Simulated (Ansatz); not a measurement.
**CH₈O₄Si₂: how energies converge with the basis set**

The task here is to estimate one member of a computed series from the others.

The runs use Ansatz 0.2.0, Gaussian basis; one geometry, several basis sets.

Plan: PBE0-D4/def2-SVP; ωB97M-V/def2-SVP; PBE0-D4/def2-QZVPP; ωB97M-V/def2-QZVPP; the functionals' def2-TZVPP values are taken from earlier runs.

### Structure used throughout

The geometry comes from an earlier relaxation with PBE0-D4 in a triple-zeta def2 set; it is a stationary point, not always the lowest conformer.

SMILES `C[SiH](O)O[SiH](O)O`, 15 atoms, charge 0, spin multiplicity 1.

Atoms are counted from 1 here; the program's logs count them from 0.

Bond lengths: C1–Si2 1.855 Å, C1–H8 1.094 Å, C1–H9 1.093 Å, C1–H10 1.093 Å, Si2–O3 1.640 Å, Si2–O4 1.639 Å, Si2–H11 1.480 Å, O3–H12 0.958 Å, O4–Si5 1.624 Å, Si5–O6 1.631 Å, Si5–O7 1.636 Å, Si5–H13 1.474 Å, O6–H14 0.959 Å, O7–H15 0.958 Å. Angles: Si2–C1–H8 111.1°, Si2–C1–H9 111.1°, Si2–C1–H10 110.4°, H8–C1–H9 108.2°, H8–C1–H10 107.6°, H9–C1–H10 108.4°, C1–Si2–O3 112.4°, C1–Si2–O4 108.8°, C1–Si2–H11 112.4°, O3–Si2–O4 109.3°, O3–Si2–H11 104.5°, O4–Si2–H11 109.3°, Si2–O3–H12 118.2°, Si2–O4–Si5 147.7°, O4–Si5–O6 113.0°, O4–Si5–O7 108.2°, O4–Si5–H13 108.9°, O6–Si5–O7 107.4° and more.

Set-up of the first run:

Input file in.yaml:

```yaml
crystal:
  periodic: [false, false, false]
  atoms:
    - {symbol: C, position_ang: [-0.545651, -1.994174, 0.400682]}
    - {symbol: Si, position_ang: [1.000966, -0.985240, 0.220610]}
    - {symbol: O, position_ang: [1.959017, -1.068555, 1.549355]}
    - {symbol: O, position_ang: [0.583643, 0.576836, -0.049442]}
    - {symbol: Si, position_ang: [-0.230990, 1.641661, -0.966307]}
    - {symbol: O, position_ang: [-1.768330, 1.183508, -1.260968]}
    - {symbol: O, position_ang: [-0.290401, 3.066767, -0.164291]}
    - {symbol: H, position_ang: [-1.140215, -1.655555, 1.254202]}
    - {symbol: H, position_ang: [-0.310208, -3.050985, 0.547159]}
    - {symbol: H, position_ang: [-1.167974, -1.899332, -0.493066]}
    - {symbol: H, position_ang: [1.859873, -1.460631, -0.887319]}
    - {symbol: H, position_ang: [1.565372, -0.883630, 2.402716]}
    - {symbol: H, position_ang: [0.429350, 1.745199, -2.279604]}
    - {symbol: H, position_ang: [-2.433702, 1.435308, -0.618550]}
    - {symbol: H, position_ang: [0.467450, 3.298022, 0.374123]}
basis:
  gaussian: {orbitals: def2-SVP}
hamiltonian: {xc: pbe0, dispersion: d4}
output: {orbitals: {seedname: orbitals}}
```

Among the steps run: PBE0-D4 in def2-SVP; ωB97M-V in def2-SVP; PBE0-D4 in def2-QZVPP; ωB97M-V in def2-QZVPP.

One of the session's tables, all rows but one given; the rest of the session is left out.

```
functional       basis  HOMO (eV)  LUMO (eV)
   PBE0-D4    def2-SVP      -8.33       1.29
   PBE0-D4  def2-TZVPP      -8.47       0.60
   PBE0-D4  def2-QZVPP          ?          ?
   ωB97M-V    def2-SVP     -10.59       2.89
   ωB97M-V  def2-TZVPP     -10.76       1.98
   ωB97M-V  def2-QZVPP     -10.79       1.29
```

**Question.** Estimate the row for PBE0-D4, def2-QZVPP.

As computed: HOMO (eV): -8.50; LUMO (eV): 0.16. In the column «HOMO (eV)» it lies between ωB97M-V, def2-SVP (-10.59) and PBE0-D4, def2-TZVPP (-8.47).
